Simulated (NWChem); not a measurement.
**C2H5N (N-methylmethanimine): wB97X/MIDI!**

What is the electronic atomisation energy of C2H5N (N-methylmethanimine) at wB97X/MIDI!? 

Program for the calculation: NWChem 7.3.0.

## 1. Starting point

The species is C2H5N (8 atoms), meant as a singlet with charge 0. SMILES: `C=NC`. The shape is that of a PBE0-D4/def2-TZVP optimisation.

Bond lengths: C1–N2 1.257 Å, N2–C3 1.439 Å, C1–H4 1.100 Å, C1–H5 1.090 Å, C3–H6 1.100 Å, C3–H7 1.093 Å, C3–H8 1.093 Å. Angles: C1–N2–C3 117.9°, N2–C1–H4 123.2°, N2–C1–H5 119.4°, N2–C3–H6 113.7°, N2–C3–H7 109.0°, N2–C3–H8 109.1°, H4–C1–H5 117.3°, H6–C3–H7 109.1°, H6–C3–H8 109.1°, H7–C3–H8 106.7°.

## 2. A single-point energy at wB97X/MIDI! (run 1)

Contents of job.nw:

```
start job
title "C2H5N energy"
memory total 2200 mb

geometry noautosym nocenter noautoz
 C     -0.710300     0.748600    -0.789300
 N      0.446000     0.313400    -0.558400
 C      0.623700    -0.564000     0.568100
 H     -1.585200     0.492200    -0.173900
 H     -0.872600     1.413800    -1.636900
 H     -0.302900    -0.759200     1.127700
 H      1.036200    -1.514100     0.218000
 H      1.365100    -0.130600     1.244700
end

basis spherical bse
 * library "MIDI!"
end

dft
 xc wb97x
 grid fine
 convergence energy 1e-08
 iterations 100
 mulliken
 noprint "final vectors analysis"
end

task dft energy
```

Run with:

```bash
$ nwchem job.nw > job.out
```

Output, shortened:

```text
[...]
          Wavefunction type:  closed shell.
          No. of atoms     :     8
          No. of electrons :    24
[...]
          Charge           :     0
          Spin multiplicity:     1
[...]
          AO basis - number of functions:    42
[...]
              XC Information
              --------------
                       wb97x  Method XC Functional
                     Hartree-Fock (Exact) Exchange  1.000
                         wb97x Exchange Functional  1.000
                      wb97x Correlation Functional  1.000
[...]
 d= 0,ls=0.0,diis     1   -133.0884509317 -2.06D+02  1.10D-02  3.04D-01     1.7
[...]
 d= 0,ls=0.0,diis    10   -133.1282461635 -1.89D-09  1.78D-06  2.22D-09    14.6
         Total DFT energy =     -133.128246163507
      One electron energy =     -321.916336858661
           Coulomb energy =      135.721793508805
    Exchange-Corr. energy =      -19.446962367343
 Nuclear repulsion energy =       72.513259553693
[...]
      Total Density - Mulliken Population Analysis
     ---------------------------------------------
    Atom       Charge   Shell Charges
 -----------   ------   -------------------------------------------------------
    1 C    6     6.03   1.99  0.82  0.35  1.48  1.38
    2 N    7     7.56   1.99  0.90  0.86  1.67  2.08  0.05
    3 C    6     6.27   1.99  0.81  0.45  1.51  1.50
    4 H    1     0.86   0.58  0.28
    5 H    1     0.82   0.58  0.24
    6 H    1     0.85   0.58  0.28
    7 H    1     0.81   0.57  0.23
    8 H    1     0.81   0.57  0.23
[...]
```

It took 15 s on 1 thread of AMD EPYC 7R43 (Zen 3), shared host; peak memory 0.11 GiB.

## 3. The C atom, same level (run 2)

Contents of c.nw:

```
start c
title "C"
memory 2200 mb
geometry units angstrom noautosym nocenter noautoz
 C      0.000000     0.000000     0.000000
end
basis spherical bse
 * library "MIDI!"
end
dft
 xc wb97x
 mult 3
 grid fine
 convergence energy 1e-08
 iterations 100
 mulliken
 print low
end
task dft energy
```

Run with:

```bash
$ nwchem c.nw > c.out
```

Output, shortened:

```text
[...]
 d= 0,ls=0.0,diis     1    -37.5938570305 -3.76D+01  2.46D-02  5.24D-02     0.2
[...]
 d= 0,ls=0.0,diis     6    -37.6169690181 -7.58D-09  1.61D-07  1.50D-12     0.6
[...]
         Total DFT energy =      -37.616969018076
      One electron energy =      -50.213339503002
           Coulomb energy =       17.791272344268
    Exchange-Corr. energy =       -5.194901859342
 Nuclear repulsion energy =        0.000000000000
[...]
      Total Density - Mulliken Population Analysis
     ---------------------------------------------
    Atom       Charge   Shell Charges
 -----------   ------   -------------------------------------------------------
    1 C    6     6.00   1.99  1.03  0.97  0.92  1.08
     --------------------------------------------
      Spin Density - Mulliken Population Analysis
     --------------------------------------------
    Atom       Charge   Shell Charges
 -----------   ------   -------------------------------------------------------
    1 C    6     2.00   0.00  0.10 -0.10  0.92  1.08
[...]
      <S2> =      2.0033 (Exact =     2.0000)
[...]
```

Wall time 1.3 s (1 thread of AMD EPYC 7R43 (Zen 3), shared host); peak memory 0.1 GiB.

## 4. The H atom at the same level (run 3)

Contents of mol.nw:

```
start mol
memory 2200 mb
charge 0
geometry units angstrom noautosym nocenter noautoz
 H        0.000000       0.000000       0.000000
end
basis "ao basis" spherical bse
 H library "MIDI!"
end
dft
 xc wb97x
 mult 2
 grid fine
 convergence energy 1e-08
 maxiter 100
 mulliken
 print low
end
task dft energy
```

Run the same way, it converges to -0.49800 Eh (log not shown).

## 5. The N atom at the same level (run 4)

Contents of test.nw:

```
start test
title "N wB97X"
memory 2200 mb

geometry units angstroms noautosym nocenter noautoz
N        0.000000       0.000000       0.000000
end

basis "ao basis" spherical bse
* library "MIDI!"
end

dft
xc wb97x
mult 4
grid fine
convergence energy 1e-08
maxiter 100
mulliken
noprint "final vectors analysis"
end

task dft energy
```

Run the same way, it converges to -54.26663 Eh (log not shown).

## 6. The series

```tsv
run	level	partner	energy (Eh)	wall time
1	wB97X/MIDI!	base	-133.128246	15 s
2	U-wB97X/MIDI!	atoms	-37.616969	1.3 s
3	U-wB97X/MIDI!	atoms	-0.498002	0.99 s
4	U-wB97X/MIDI!	atoms	-54.266625	1.3 s
```

## 7. Outcome

Level: wB97X/MIDI!.

| quantity | value |
| --- | --- |
| N atom: total energy | -54.26663 Eh |
| N atom: ⟨S²⟩ | 3.755 |
| electronic atomisation energy | 30.958 eV |

In words: Taking the molecule apart into free atoms costs 30.96 eV (2987 kJ/mol), before zero-point energy and without spin-orbit coupling. All runs together took 19 s, the longest 15 s.
